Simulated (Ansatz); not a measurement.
VOs, space group Pm-3m, an equation of state with a fit

Computed with the Ansatz DFT code, driven from Python.

Run as a notebook:

In [1]:
```python
import ansatz as az
import numpy as np
from pymatgen.analysis.eos import EOS
```

In [2]:
```python
vectors0 = np.array([
    [3.016574, 0.0, 0.0],
    [0.0, 3.016574, 0.0],
    [0.0, 0.0, 3.016574],
])
sites = [
    ("V", (0.0, 0.0, 0.0), 1.5),
    ("Os", (0.5, 0.5, 0.5), 0.0),
]
```

In [3]:
```python
def on_lattice(cell):
    crystal = az.Crystal(lattice=az.Lattice.of(cell))
    for symbol, position, moment in sites:
        crystal = crystal.atom(symbol, position, moment=moment or None)
    return crystal
```

In [4]:
```python
volumes, energies = [], []
for scale in np.linspace(0.92, 1.08, 7):
    cell = vectors0 * scale ** (1 / 3)
    model = (
        on_lattice(cell).calculation()
        .spin("collinear")
        .functional("r2scan")
        .basis(600)
        .occupations("Fermi-Dirac")
        .kpoints(10, 10, 10)
    )
    data = model.run(threads=1, pin="off").report
    volumes.append(abs(np.linalg.det(cell)) / len(sites))
    energies.append(data["free_energy_ev"] / len(sites))
    print(f"V = {volumes[-1]:8.4f} A^3/atom  F = {energies[-1]:.5f} eV/atom")
```
```text
V =  12.6270 A^3/atom  F = -7157.61143 eV/atom
V =  12.9930 A^3/atom  F = -7157.65864 eV/atom
V =  13.3590 A^3/atom  F = -7157.68283 eV/atom
V =  13.7250 A^3/atom  F = -7157.68711 eV/atom
V =  14.0910 A^3/atom  F = -7157.67420 eV/atom
V =  14.4570 A^3/atom  F = -7157.64647 eV/atom
V =  14.8230 A^3/atom  F = -7157.60602 eV/atom
```

In [5]:
```python
for form in ["pourier_tarantola", "vinet", "birch_murnaghan"]:
    fit = EOS(eos_name=form).fit(volumes, energies)
    print(f"{form:18s} V0 {fit.v0:8.4f} A^3/atom  B0 {fit.b0_GPa:7.1f} GPa  B1 {fit.b1:5.2f}")
```
```text
pourier_tarantola  V0  13.6259 A^3/atom  B0   291.3 GPa  B1  4.47
vinet              V0  13.6258 A^3/atom  B0   290.9 GPa  B1  4.49
birch_murnaghan    V0  13.6258 A^3/atom  B0   290.5 GPa  B1  4.50
```

A third-order Birch-Murnaghan fit through the 7 points has its minimum at 13.63 Å³ an atom, 0.7 % below the typed cell, with a bulk modulus of 291 GPa and dB/dP = 4.5. From that minimum the energy rises by 76.3 meV an atom on the compressed side and 81.7 meV on the expanded side.

Reading the output:
- Absolute energies stand on the zero of these potentials, so only differences at equal settings mean something.
- Other magnetic orders than the one started from may lie lower.
- For a metal this k-point mesh is coarse: on a finer one energies can move by several to tens of meV an atom and pressures by half a GPa or more, differences at one mesh by less.
- Spin-orbit coupling, which matters for elements this heavy, is left out.
- r2SCAN tends to overestimate the moments of itinerant magnets.
- The structure comes from a database of computed cells and needn't be a stable or known phase.
- It ran for 2.3 min on 1 thread of Arm Neoverse V1 (shared host), peak memory 0.61 GiB.
